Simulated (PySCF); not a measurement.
SZnH2, in a box:

```
CELL_PARAMETERS angstrom
11.00000 0.00000 0.00000
0.00000 13.00000 0.00000
0.00000 0.00000 11.00000
ATOMIC_POSITIONS crystal
S 0.46956 0.36619 0.52528
Zn 0.44422 0.52478 0.46134
H 0.57117 0.39030 0.59281
H 0.43156 0.63389 0.41288
```

The cell isn't the ideal one: atoms moved at random, drawn with an rms of 0.05 Å.

Base run:

| Property | Result |
| --- | --- |
| Program | PySCF 2.14.0 |
| Functional | PBE |
| Potentials or basis | 6-31g* (all-electron) |
| k mesh | 1 × 1 × 1 |
| Occupations | fixed |
| Spin | no spin polarisation |

Its results: gap between the frontier levels 4.60 eV.

Q: The run is repeated on the same cell with these changes: functional from PBE to M06-L. What comes out?

A: Gap between the frontier levels 5.22 eV.

Caveats: this is a molecule in a periodic box at the Γ point, so its band gap is the HOMO-LUMO gap; the basis of atomic orbitals isn't converged, which shifts pressures, moduli and gaps.

